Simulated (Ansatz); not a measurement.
# C4H3F5: small, medium and large basis sets

One table from this session's results is given with a row withheld; the runs are named, their logs left out.

The runs use Ansatz 0.2.0, Gaussian basis; one geometry, several basis sets.

Plan: PBE0-D4/def2-SVP; ωB97M-V/def2-SVP; PBE0-D4/def2-QZVPP; ωB97M-V/def2-QZVPP; the functionals' def2-TZVPP values are taken from earlier runs.

## The relaxed structure

All runs share one geometry, relaxed beforehand with PBE0-D4 in a triple-zeta def2 set.

SMILES `FC1CC(F)(F)C1(F)F`, 12 atoms, charge 0, spin multiplicity 1.

Atoms are counted from 1 here; the program's logs count them from 0.

Bond lengths: F1–C2 1.357 Å, C2–C3 1.539 Å, C2–C7 1.542 Å, C2–H10 1.092 Å, C3–C4 1.527 Å, C3–H11 1.091 Å, C3–H12 1.087 Å, C4–F5 1.348 Å, C4–F6 1.336 Å, C4–C7 1.554 Å, C7–F8 1.340 Å, C7–F9 1.335 Å. Angles: F1–C2–C3 116.5°, F1–C2–C7 116.0°, F1–C2–H10 109.7°, C3–C2–C7 89.1°, C3–C2–H10 113.5°, C7–C2–H10 110.8°, C2–C3–C4 88.7°, C2–C3–H11 110.3°, C2–C3–H12 118.1°, C4–C3–H11 110.1°, C4–C3–H12 116.6°, H11–C3–H12 111.2°, C3–C4–F5 112.8°, C3–C4–F6 117.8°, C3–C4–C7 89.0°, F5–C4–F6 108.4°, F5–C4–C7 111.1°, F6–C4–C7 116.8° and more.

The first run:

in.yaml reads:

```yaml
crystal:
  periodic: [false, false, false]
  atoms:
    - {symbol: F, position_ang: [1.756618, -1.327262, 0.517148]}
    - {symbol: C, position_ang: [1.068150, -0.246685, 0.071547]}
    - {symbol: C, position_ang: [-0.017938, -0.512174, -0.985677]}
    - {symbol: C, position_ang: [-0.940429, 0.440511, -0.228051]}
    - {symbol: F, position_ang: [-0.906068, 1.697482, -0.714361]}
    - {symbol: F, position_ang: [-2.218216, 0.081290, -0.078430]}
    - {symbol: C, position_ang: [-0.021434, 0.298245, 1.017041]}
    - {symbol: F, position_ang: [-0.478413, -0.641743, 1.854936]}
    - {symbol: F, position_ang: [0.251716, 1.404814, 1.711967]}
    - {symbol: H, position_ang: [1.767479, 0.543588, -0.211113]}
    - {symbol: H, position_ang: [-0.385571, -1.535747, -0.901577]}
    - {symbol: H, position_ang: [0.201207, -0.257520, -2.019526]}
basis:
  gaussian: {orbitals: def2-SVP}
hamiltonian: {xc: pbe0, dispersion: d4}
output: {orbitals: {seedname: orbitals}}
```

The run is started by

```
> ansatz run in.yaml --threads 2 --pin off --events-out ev --progress --plain --max-ram 32768MiB --backend cpu
```

Among the steps run: PBE0-D4 in def2-SVP; ωB97M-V in def2-SVP; PBE0-D4 in def2-QZVPP; ωB97M-V in def2-QZVPP.

One table of the session follows, with a row left open; its other results are not shown here.

It belongs to the step «Functionals by basis». 

```
functional       basis  HOMO (eV)  LUMO (eV)
   PBE0-D4    def2-SVP      -9.12       0.62
   PBE0-D4  def2-TZVPP      -9.27       0.30
   PBE0-D4  def2-QZVPP      -9.33       0.13
   ωB97M-V    def2-SVP          ?          ?
   ωB97M-V  def2-TZVPP     -11.63       2.28
   ωB97M-V  def2-QZVPP     -11.69       1.72
```

Estimate the missing values for ωB97M-V, def2-SVP.

As computed: HOMO (eV): -11.45; LUMO (eV): 2.75. In the column «HOMO (eV)» it lies between ωB97M-V, def2-TZVPP (-11.63) and PBE0-D4, def2-QZVPP (-9.33).
